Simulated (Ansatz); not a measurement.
# CNTe radical (SMILES [C]1=N[Te]1): single points off equilibrium

How do the functionals fare away from a minimum? The structure is a structure displaced at random from a GFN2-xTB minimum.

Computed with Ansatz 0.2.0, Gaussian basis. Level: single points in def2-TZVPP.

Correlated methods freeze the cores. Filled d shells of the heavier atoms are correlated. Core potentials replace the inner electrons past krypton, and spin-orbit coupling is left out. Orbitals are unrestricted. B3LYP uses VWN-RPA correlation.

### Step 1. The starting structure

SMILES `[C]1=N[Te]1`, 3 atoms, charge 0, spin multiplicity 2.

Atoms are counted from 1 here; the program's logs count them from 0.

Bond lengths: C1–N2 1.247 Å, C1–Te3 2.194 Å, N2–Te3 2.093 Å. Angles: N2–C1–Te3 68.7°, C1–N2–Te3 77.6°, C1–Te3–N2 33.7°.

Coordinates:

```xyz
3
charge 0, multiplicity 2
C    -0.8566    0.0696   -0.4371
N    -0.0398    0.8736    0.0530
Te    0.8995   -0.9690    0.3710
```

### Step 2. CCSD(T)/def2-TZVPP

Contents of run/in.yaml:

```yaml
crystal:
  periodic: [false, false, false]
  atoms:
    - {symbol: C, position_ang: [-0.856600, 0.069600, -0.437100]}
    - {symbol: N, position_ang: [-0.039800, 0.873600, 0.053000]}
    - {symbol: Te, position_ang: [0.899500, -0.969000, 0.371000]}
basis:
  gaussian: {orbitals: def2-TZVPP}
magnetization: {spin_polarized: true, initial_magnetization: 1}
correlation: {method: ccsd_t}
scf: {omitted_lower_state_checks: [cluster_reference]}
output: {forces: true}
```

The command line of these runs was not kept.

### Step 3. PBE0-D4/def2-TZVPP

Changes to run/in.yaml since step 2:

```diff
@@ -9,4 +9,3 @@
 magnetization: {spin_polarized: true, initial_magnetization: 1}
-correlation: {method: ccsd_t}
-scf: {omitted_lower_state_checks: [cluster_reference]}
-output: {forces: true}
+hamiltonian: {xc: pbe0, dispersion: d4}
+output: {forces: true, orbitals: {seedname: orbitals}}
```

### Step 4. wB97M-V/def2-TZVPP

Changes to run/in.yaml since step 3:

```diff
@@ -9,3 +9,3 @@
 magnetization: {spin_polarized: true, initial_magnetization: 1}
-hamiltonian: {xc: pbe0, dispersion: d4}
-output: {forces: true, orbitals: {seedname: orbitals}}
+hamiltonian: {xc: {name: wB97M-V}}
+output: {forces: true}
```

### Step 5. r2SCAN-D4/def2-TZVPP

Changes to run/in.yaml since step 4:

```diff
@@ -9,3 +9,3 @@
 magnetization: {spin_polarized: true, initial_magnetization: 1}
-hamiltonian: {xc: {name: wB97M-V}}
+hamiltonian: {xc: r2scan, dispersion: d4}
 output: {forces: true}
```

### Step 6. PBE-D4/def2-TZVPP

Changes to run/in.yaml since step 5:

```diff
@@ -9,3 +9,3 @@
 magnetization: {spin_polarized: true, initial_magnetization: 1}
-hamiltonian: {xc: r2scan, dispersion: d4}
+hamiltonian: {xc: pbe, dispersion: d4}
 output: {forces: true}
```

### Step 7. SPW92/def2-TZVPP

Changes to run/in.yaml since step 6:

```diff
@@ -9,3 +9,3 @@
 magnetization: {spin_polarized: true, initial_magnetization: 1}
-hamiltonian: {xc: pbe, dispersion: d4}
+hamiltonian: {xc: lda}
 output: {forces: true}
```

### Step 8. B3LYP-D4/def2-TZVPP

Changes to run/in.yaml since step 7:

```diff
@@ -9,3 +9,3 @@
 magnetization: {spin_polarized: true, initial_magnetization: 1}
-hamiltonian: {xc: lda}
+hamiltonian: {xc: {name: B3LYP}, dispersion: d4}
 output: {forces: true}
```

(Steps that only read results are left out.)

What does the calculation give? Wanted: energy less free atoms, CCSD(T)/def2-TZVPP; RMS force component; RMS force error; HOMO and LUMO, PBE0-D4; T1 diagnostic.

**Answer**, as computed:

```
                                  quantity                                                                                          value
energy less free atoms, CCSD(T)/def2-TZVPP                                                                                  -923.5 kJ/mol
                       RMS force component                                                           0.594 to 1.356 eV/Å over the methods
                           RMS force error  PBE0-D4 0.455, wB97M-V 0.682, r2SCAN-D4 0.216, PBE-D4 0.238, SPW92 0.355, B3LYP-D4 0.413 eV/Å
                    HOMO and LUMO, PBE0-D4                                                                             -6.95 and -4.44 eV
                             T1 diagnostic                                                                                          0.018
```

In words: Against CCSD(T) the functionals' energies less atoms differ by -304.2 to -53.2 kJ/mol, PBE-D4 by -154.4 kJ/mol. CCSD(T) in triple zeta still lacks some correlation energy of the bonds, so part of these gaps is its own basis error and they don't rank the functionals. For forces r2SCAN-D4 does best and wB97M-V worst. Frozen-core CCSD(T) forces in triple zeta carry basis errors of their own, and this is one geometry, so small gaps rank nothing.
